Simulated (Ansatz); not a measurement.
# LiY3 (I4/mmm) in Ansatz: reference runs

How does LiY3 come out in PBE? The cell is run as given and disturbed, and energy against volume gives the equilibrium volume and stiffness.

Program: Ansatz 0.2.0. These are calculated values, not measurements. Logs are shortened: lines on timing, memory, paths and dates and some standing lists are left out, and cuts for length are marked.

## 1. Starting point

The structure is tetragonal, space group I4/mmm (No. 139). The conventional cell has a = 4.734 Å, b = 4.734 Å, c = 10.653 Å, α = 90.00°, β = 90.00°, γ = 90.00°. Around Y (site symmetry 4/mmm) lie 4 Li at 3.35 Å and 8 Y at 3.56 Å. Around Y (site symmetry -4m2) lie 8 Y at 3.35 to 3.56 Å and 4 Li at 3.56 Å. Li (site symmetry 4/mmm) is surrounded by 12 Y at 3.35 to 3.56 Å.

The cell comes from a database or a generator and needn't be the stable form of this composition.

## 2. Single point, PBE

Contents of input.yaml:

```yaml
crystal:
  lattice:
    - [-2.36719, 2.36719, 5.326643]
    - [2.36719, -2.36719, 5.326643]
    - [2.36719, 2.36719, -5.326643]
  atoms:
    - { symbol: "Y", position: [0.5, 0.5, 0.0] }
    - { symbol: "Y", position: [0.25, 0.75, 0.5] }
    - { symbol: "Y", position: [0.75, 0.25, 0.5] }
    - { symbol: Li, position: [0.0, 0.0, 0.0] }
hamiltonian:
  xc: pbe
  pseudopotentials: { kind: paw }
kpoints:
  mp_grid: { grid: [8, 8, 8] }
scf:
  occupations: { method: fermi_dirac, width: 0.05 }
output:
  forces: true
  stress: true
  eigenvalues: true
  write_density: true
  write_potential: true
  elf: true
  volumetric_format: npy
```

Potentials or basis: Ansatz PAW.

Started as:

```console
$ ansatz run input.yaml --threads 2 --pin off --max-ram 5120MiB --backend cpu --events-out ev --progress --plain --runs-dir out
```

What it wrote:

```text
Warning: RAYON_NUM_THREADS=2 ignored (pool sized by the plan → 2); use --threads N
Engine: ansatz 0.2.0, x86_64-unknown-linux-gnu
Pseudopotentials: kind: paw
Pseudopotential: Y, paw, valence charge 11, recommended cutoff 420 eV (normal), Y.paw.azcp
Pseudopotential: Li, paw, valence charge 3, recommended cutoff 420 eV (normal), Li.paw.azcp
Functional definition: PBE
  parameter kappa = 0.804
  parameter beta = 0.06672455060314922
  exchange = pbe_x(kappa = kappa, mu = beta*pi^2/3)
  correlation = pbe_c(beta = beta)
Crystal: 4 atoms, lattice volume = 119.393 Å³
Basis set: ecut = 420 eV, 2337 PW (Γ), exchange–correlation on 90×90×90 points (8 copies of the dense FFT grid, shifted against one another)
Bands: 22, of which v1, the nominal top of the filled ones, is band 18 counted from 1 (17 counted from 0)
Symmetry: 16 space group operations
Space group: I4/mmm (ITA 139), of the structure as read, at distance tolerance 4.9e-5 Å
k-points: 59 of 512
Non-local potential: Y, projectors of the file, l = 0: 3, l = 1: 2, l = 2: 2, l = 3: 1
Non-local potential: Li, projectors of the file, l = 0: 3, l = 1: 2, l = 2: 1
PAW form: soft (Blöchl's): semilocal exchange-correlation on the pseudo side does not see the compensation charge
PAW one-centre angular grid: Y, 590 points (default); XC on 64 Gauss nodes
PAW one-centre angular grid: Li, 110 points (default); XC on 64 Gauss nodes
Initial density: superposition of atomic densities (neutral atoms: chi_scale 0, normalization atom), corrected by the library's trained network
Initial wavefunctions: pseudopotential atomic-orbital guess
Functional: x = pbe(κ = 0.804, μ = 0.2195149727645171), c = pbe(β = 0.06672455060314922)
SCF iter   1: F=—  HF=-11749.945866 eV  |F-HF|=—  |Δ(HF+E_count)|=         —  Δρ=3.20e-3  dr2=4.09e-2  ethr=1.77e-3  ⟨swp⟩=5.0  Hψ=5741  notcnv=0
preconditioner: auto → Kerker (q_TF=auto, 2.234 Å⁻¹)  [metal: Δε(μ)=0.017 eV  Ē_g=1.889 eV  σ=0.050 eV  W_gap=0.08  n_scr=30 (ndim 8)  ℏωp=10.7 eV  f_vac=0.000  D(μ)=6.52/eV (n_scr^D=68)]
SCF iter   2: F=—  HF=-11749.939823 eV  |F-HF|=—  |Δ(HF+E_count)|=   6.04e-3  Δρ=1.91e-3  dr2=1.33e-2  ethr=1.14e-4  ⟨swp⟩=1.1  Hψ=1777  notcnv=0
SCF iter   3: F=—  HF=-11749.937350 eV  |F-HF|=—  |Δ(HF+E_count)|=   2.47e-3  Δρ=3.99e-4  dr2=4.34e-4  ethr=3.69e-5  ⟨swp⟩=2.0  Hψ=1592  notcnv=0
SCF iter   4: F=—  HF=-11749.937259 eV  |F-HF|=—  |Δ(HF+E_count)|=   9.16e-5  Δρ=1.28e-4  dr2=3.52e-5  ethr=1.20e-6  ⟨swp⟩=2.0  Hψ=1579  notcnv=0
SCF iter   5: F=—  HF=-11749.937236 eV  |F-HF|=—  |Δ(HF+E_count)|=   2.30e-5  Δρ=3.60e-5  dr2=2.71e-6  ethr=9.77e-8  ⟨swp⟩=2.1  Hψ=1590  notcnv=0
SCF iter   6: F=-11749.937235 eV  HF=-11749.937235 eV  |F-HF|=6.66e-9  |Δ(HF+E_count)|=   5.26e-7  Δρ=7.20e-6  dr2=6.47e-8  ethr=2.78e-10  ⟨swp⟩=7.3  Hψ=8529  notcnv=0
SCF 1 converged in 6 iterations: F = -11749.937235 eV  dr2 = 6.47e-8
SCF converged after 6 iterations
Free energy (F): -11749.937235 eV
Harris-Foulkes:  -11749.937235 eV  (|F-HF|=6.66e-9)
Internal energy: -11749.880983 eV  (E = F + TS)
E sigma→0 (E₀):  -11749.909109 eV
Entropy (-TS):   -0.056253 eV (-14.063 meV/atom)
Fermi energy:    7.850979 eV
--- Per-component energies (eV) ---
  E_band       = -486.518344
  E_kinetic    = 934.981956
  E_local      = -2136.253588  (includes V_loc(G=0)·N_el)
  E_nonlocal   = 117.826363
  E_hartree    = 688.807798
  E_xc         = -528.481604
  E_vxc        = -608.068308  (∫ρ·V_xc dr)
  E_paw        = -8497.224405  (= ΣΔE_a)
  E_vpaw       = -172.623269  (= ΣTr[D̂ρ^β])
  E_aug_tail   = 0.000023  (compensation charges beyond the density's cutoff)
  E_ewald      = -2329.537527
  E_smearing   = -0.056253  (= −TS)
  E_closure    = 0.000000  (closes the sum)
  Σ components = -11749.937235   (vs F -11749.937235, Δ=0.00e0)
--- Forces (eV/Å), atoms counted from 1 ---
  atom   1  Y      0.00000000     0.00000000     0.00000000
  atom   2  Y      0.00000000     0.00000000     0.00000000
  atom   3  Y      0.00000000     0.00000000     0.00000000
  atom   4  Li    -0.00000000     0.00000000     0.00000000
  max |Σ_I F_I| component: 1.73e-18 eV/Å
--- Stress (GPa, compression-positive) ---
        0.104946       0.000000       0.000000
        0.000000       0.104946      -0.000000
       -0.000000      -0.000000      -0.137218
  P = ⅓ Tr σ = 0.0242 GPa (0.242 kbar)
--- Band table (eV; the first three rows and the last of 59) ---
  k-point 0: bands = ["-37.8816", "-34.9807", "-34.8480", "-34.7582", "-15.1151", "-15.0754", "-15.0754", "-14.9936", "-14.9936", "-14.7368", "-14.6608", "-14.5848", "-14.5848", "3.4094", "6.4933", "6.6490", "7.5968", "8.0550", "8.0550", "8.3677", "8.9829", "9.0293"]
  k-point 1: bands = ["-37.8816", "-34.9790", "-34.8424", "-34.7654", "-15.1420", "-15.0432", "-15.0098", "-15.0007", "-14.9963", "-14.7303", "-14.6697", "-14.6679", "-14.5786", "3.6764", "6.7078", "6.8643", "7.5586", "7.8580", "7.9801", "8.5986", "8.6522", "8.7129"]
  k-point 2: bands = ["-37.8815", "-34.9755", "-34.8281", "-34.7826", "-15.1862", "-15.0462", "-15.0054", "-14.9784", "-14.8664", "-14.8161", "-14.7165", "-14.6925", "-14.5641", "4.4107", "6.8932", "7.3112", "7.4393", "7.7276", "8.0130", "8.0181", "8.2308", "8.9193"]
  k-point 58: bands = ["-37.8816", "-34.9722", "-34.8568", "-34.7583", "-15.1446", "-15.1446", "-14.9207", "-14.9131", "-14.9131", "-14.8672", "-14.7332", "-14.5943", "-14.5943", "4.6298", "5.2723", "6.1550", "7.3552", "7.6009", "7.6009", "7.8027", "9.0524", "10.1289"]
```

Run time: 9.4 s. Hardware: 2 threads of Intel Xeon at 2.50GHz (Skylake/Cascade Lake), shared host; peak memory 0.5 GiB.

Results:

| Quantity | Value |
| --- | --- |
| Free energy | -11749.9372 eV |
| Pressure | 0.0 GPa |
| Band gap on the k mesh | none (metal or under the smearing width) |

## 3. Single point, PBE (atoms moved at random, drawn with an rms of 0.05 Å)

Contents of input.yaml:

```yaml
crystal:
  lattice:
    - [-2.36719, 2.36719, 5.326643]
    - [2.36719, -2.36719, 5.326643]
    - [2.36719, 2.36719, -5.326643]
  atoms:
    - { symbol: "Y", position: [0.504245, 0.490303, -0.004219] }
    - { symbol: "Y", position: [0.23885, 0.741684, 0.481384] }
    - { symbol: "Y", position: [0.737589, 0.252366, 0.495228] }
    - { symbol: Li, position: [0.003792, 0.003602, 0.00736] }
hamiltonian:
  xc: pbe
  pseudopotentials: { kind: paw }
kpoints:
  mp_grid: { grid: [8, 8, 8] }
scf:
  occupations: { method: fermi_dirac, width: 0.05 }
output:
  forces: true
  stress: true
  eigenvalues: true
```

Potentials or basis: Ansatz PAW.

Started as:

```console
$ ansatz run input.yaml --threads 2 --pin off --max-ram 5120MiB --backend cpu --events-out ev --progress --plain --runs-dir out
```

Run time: 29 s. Hardware: 2 threads of Intel Xeon at 2.50GHz (Skylake/Cascade Lake), shared host; peak memory 0.82 GiB.

The run converged. Its results:

| Quantity | Value |
| --- | --- |
| Free energy | -11749.9229 eV |
| Pressure | 0.0 GPa |
| Largest force | 0.237 eV/Å |
| Band gap on the k mesh | none (metal or under the smearing width) |

Forces in eV/Å, atoms in the order of the input:
```
Y    0.090 -0.069 -0.051
Y    0.213  0.081  0.020
Y   -0.228  0.048  0.046
Li  -0.075 -0.060 -0.015
```

Stress tensor (GPa, compression positive):
```
 0.17  0.02 -0.12
 0.02  0.06  0.02
-0.12  0.02 -0.12
```

Levels at points of the mesh, in eV from the Fermi level:
| k point | band 15 | band 16 | band 17 | band 18 | band 19 | band 20 | band 21 | band 22 |
| --- | --- | --- | --- | --- | --- | --- | --- | --- |
| (0.00, 0.00, 0.00) | -1.36 | -1.20 | -0.25 | 0.18 | 0.21 | 0.55 | 1.13 | 1.17 |
| (0.00, 0.00, -0.50) | -1.48 | -1.29 | -0.85 | -0.24 | 0.41 | 0.55 | 0.77 | 0.97 |
| (0.00, -0.50, 0.00) | -1.90 | -0.94 | -0.31 | -0.13 | 0.25 | 0.49 | 1.30 | 1.41 |
| (0.00, -0.50, -0.50) | -1.91 | -0.93 | -0.38 | -0.18 | 0.20 | 0.50 | 1.33 | 1.45 |
| (-0.50, 0.00, 0.00) | -1.91 | -0.93 | -0.38 | -0.19 | 0.19 | 0.50 | 1.33 | 1.45 |
| (-0.50, 0.00, -0.50) | -1.92 | -0.94 | -0.34 | -0.16 | 0.14 | 0.50 | 1.30 | 1.35 |
| (-0.50, -0.50, 0.00) | -1.49 | -1.29 | -0.85 | -0.25 | 0.42 | 0.55 | 0.78 | 0.98 |
| (-0.50, -0.50, -0.50) | -2.58 | -1.69 | -0.49 | -0.27 | -0.24 | -0.03 | 1.20 | 2.23 |

## 4. Single point, PBE, 28.06 Å³/atom (volume scaled by 0.94)

Contents of input.yaml:

```yaml
crystal:
  lattice:
    - [-2.3188664407, 2.3188664407, 5.2179054889]
    - [2.3188664407, -2.3188664407, 5.2179054889]
    - [2.3188664407, 2.3188664407, -5.2179054889]
  atoms:
    - { symbol: "Y", position: [0.5, 0.5, 0.0] }
    - { symbol: "Y", position: [0.25, 0.75, 0.5] }
    - { symbol: "Y", position: [0.75, 0.25, 0.5] }
    - { symbol: Li, position: [0.0, 0.0, 0.0] }
hamiltonian:
  xc: pbe
  pseudopotentials: { kind: paw }
kpoints:
  mp_grid: { grid: [8, 8, 8] }
scf:
  occupations: { method: fermi_dirac, width: 0.05 }
output:
  forces: true
  stress: true
  eigenvalues: true
```

Started as:

```console
$ ansatz run input.yaml --threads 2 --pin off --max-ram 5120MiB --backend cpu --events-out ev --progress --plain --runs-dir out
```

Run time: 6.8 s. Hardware: 2 threads of Intel Xeon at 2.50GHz (Skylake/Cascade Lake), shared host; peak memory 0.49 GiB.

The run converged. Its results:

```yaml
Free_energy: -11749.8901 eV
Pressure: 2.2 GPa
Band_gap_on_the_k_mesh: none (metal or under the smearing width)
```

(Continued in part 2 of 2.)
